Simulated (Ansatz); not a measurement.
# CAM-B3LYP/cc-pVDZ run of GeH2Cl2O (SMILES [OH][GeH]([Cl])[Cl])

Aim: the electronic atomisation energy of GeH2Cl2O at CAM-B3LYP/cc-pVDZ, from 5 runs. 

The calculation is run with Ansatz 0.2.0.

65 further runs of the same task are left out: 1 that didn't finish, 64 set aside as unsound or not needed.

### 1 The molecule

The species is GeH2Cl2O (6 atoms), meant as a singlet with charge 0. SMILES: `[OH][GeH]([Cl])[Cl]`. The shape is that of a PBE0-D4/def2-TZVP optimisation. This is one conformer, not always the lowest.

Bond lengths: O1–Ge2 1.752 Å, Ge2–Cl3 2.137 Å, Ge2–Cl4 2.137 Å, O1–H5 0.961 Å, Ge2–H6 1.521 Å. Angles: O1–Ge2–Cl3 109.7°, O1–Ge2–Cl4 109.7°, Cl3–Ge2–Cl4 106.8°, O1–Ge2–H6 108.2°, Cl3–Ge2–H6 111.2°, Cl4–Ge2–H6 111.3°, Ge2–O1–H5 113.6°.

### 2 The energy at CAM-B3LYP/cc-pVDZ

run.yaml

```yaml
crystal:
  periodic: [false, false, false]
  atoms:
    - {symbol: O, position_ang: [-0.161000, 1.291000, -0.614200]}
    - {symbol: Ge, position_ang: [-0.065400, -0.148800, 0.378900]}
    - {symbol: Cl, position_ang: [1.948500, -0.862600, 0.421700]}
    - {symbol: Cl, position_ang: [-1.252400, -1.700600, -0.487400]}
    - {symbol: H, position_ang: [0.126400, 1.152000, -1.521000]}
    - {symbol: H, position_ang: [-0.554000, 0.204900, 1.775700]}
basis:
  gaussian:
    orbitals: cc-pVDZ
hamiltonian:
  xc: {name: CAM-B3LYP}
accuracy: high
output: {orbitals: {seedname: orbitals}}
```

Launch:

```console
$ ansatz run run.yaml --threads 1 --pin off --max-ram 3480MiB --events-out events.jsonl --progress --plain --runs-dir runs
```

What it wrote:

```text
Warning: RAYON_NUM_THREADS=1 ignored (pool sized by the plan → 1); use --threads N
Functional definition: CAM-B3LYP
  name "CAM-B3LYP"
  parameter alpha = 0.19
  parameter beta = 0.46
  parameter omega = 0.33/bohr
  parameter ac = 0.81
  exchange = (1 - alpha - beta)*b88_x + beta*b88_x_sr(omega) + alpha*exact_x + beta*exact_x_lr(omega)
  correlation = (1 - ac)*vwn5_c + ac*lyp_c
1946 factors; integrals over basis functions are off by at most 4.4e-9 eV
380 factors; integrals over basis functions are off by at most 2.2e-9 eV
mean field evaluation 1: about -83644.4921 eV, gradient 4.8e1 eV
mean field evaluation 2: about -83640.2361 eV, gradient 6.9e1 eV
mean field evaluation 4: about -83648.7062 eV, gradient 1.8e0 eV
mean field evaluation 8: about -83648.8100 eV, gradient 1.3e-1 eV
mean field evaluation 16: about -83648.8101 eV, gradient 7.9e-6 eV
mean field -83648.81007652 eV, -3074.0370711123 hartree, gradient 5.7e-8 eV, S^2 0.000000; 0 other end points of the search recorded, 0 dependent functions left out
reference -83648.81009522 eV, -3074.0370717994 hartree; 38, 38 occupied and 49, 49 virtual orbitals, 1946 factors
Total energy: -83648.81009522 eV, -3074.0370717994 hartree
```

It took 4.5 s on 1 thread of AMD EPYC 9R45 (Zen 5), shared host; peak memory 0.41 GiB.

### 3 The Cl atom at the same level

job.yaml

```yaml
basis:
  gaussian: {orbitals: cc-pVDZ}
crystal:
  periodic: [false, false, false]
  atoms:
    - symbol: Cl
      position_ang: [0.000000, 0.000000, 0.000000]
magnetization: {spin_polarized: true, initial_magnetization: 1}
hamiltonian: {xc: {name: CAM-B3LYP}}
accuracy: high
```

Run the same way, it converges to -460.15734 Eh (log not shown).

### 4 The Ge atom

job.yaml

```yaml
crystal:
  periodic: [false, false, false]
  atoms:
    - {symbol: Ge, position_ang: [0.000000, 0.000000, 0.000000]}
basis:
  gaussian:
    orbitals: cc-pVDZ
magnetization:
  spin_polarized: true
  initial_magnetization: 2
hamiltonian:
  xc: {name: CAM-B3LYP}
accuracy: high
```

Launch:

```console
$ ansatz run job.yaml --threads 1 --pin off --max-ram 3480MiB --events-out events.jsonl --progress --plain --runs-dir runs
```

What it wrote, cut to the lines that bear on the results:

```text
Warning: RAYON_NUM_THREADS=1 ignored (pool sized by the plan → 1); use --threads N
[... 8 set-up lines as earlier in the session ...]
260 factors; integrals over basis functions are off by at most 4.5e-9 eV
85 factors; integrals over basis functions are off by at most 8.6e-10 eV
mean field evaluation 1: about -56518.2761 eV, gradient 1.9e0 eV
mean field evaluation 2: about -56518.3129 eV, gradient 4.3e-1 eV
mean field evaluation 4: about -56518.3219 eV, gradient 1.1e-1 eV
mean field evaluation 8: about -56518.3219 eV, gradient 4.2e-5 eV
mean field -56518.32194457 eV, -2077.0100219683 hartree, gradient 7.2e-8 eV, S^2 2.002504; 0 other end points of the search recorded, 0 dependent functions left out
reference -56518.32195486 eV, -2077.0100223467 hartree; 17, 15 occupied and 10, 12 virtual orbitals, 260 factors
Total energy: -56518.32195486 eV, -2077.0100223467 hartree
```

It took 0.56 s on 1 thread of AMD EPYC 9R45 (Zen 5), shared host.

### 5 The H atom, same level

molecule.yaml

```yaml
crystal:
  periodic: [false, false, false]
  atoms:
    - {symbol: H, position_ang: [0.000000, 0.000000, 0.000000]}
basis:
  gaussian:
    orbitals: cc-pVDZ
magnetization:
  spin_polarized: true
  initial_magnetization: 1
hamiltonian:
  xc: {name: CAM-B3LYP}
accuracy: high
```

Run the same way, it converges to -0.49789 Eh (log not shown).

### 6 The O atom

run.yaml

```yaml
crystal:
  periodic: [false, false, false]
  atoms:
    - {symbol: O, position_ang: [0.000000, 0.000000, 0.000000]}
basis:
  gaussian:
    orbitals: cc-pVDZ
magnetization:
  spin_polarized: true
  initial_magnetization: 2
hamiltonian:
  xc: {name: CAM-B3LYP}
accuracy: high
```

Run the same way, it converges to -75.04490 Eh (log not shown).

### 7 Summary of results

Level: CAM-B3LYP/cc-pVDZ.

| quantity | value |
| --- | --- |
| molecule: total energy | -3074.03707 Eh |
| molecule: HOMO energy | -10.42 eV |
| molecule: LUMO energy | 0.44 eV |
| molecule: HOMO–LUMO gap | 10.87 eV |
| Cl atom: total energy | -460.15734 Eh |
| Cl atom: ⟨S²⟩ | 0.752 |
| Ge atom: total energy | -2077.01002 Eh |
| Ge atom: ⟨S²⟩ | 2.003 |
| H atom: total energy | -0.49789 Eh |
| H atom: ⟨S²⟩ | 0.750 |
| O atom: total energy | -75.04490 Eh |
| O atom: ⟨S²⟩ | 2.002 |
| electronic atomisation energy | 18.278 eV |

Taking the molecule apart into free atoms costs 18.28 eV (421 kcal/mol), before zero-point energy and without spin-orbit coupling.
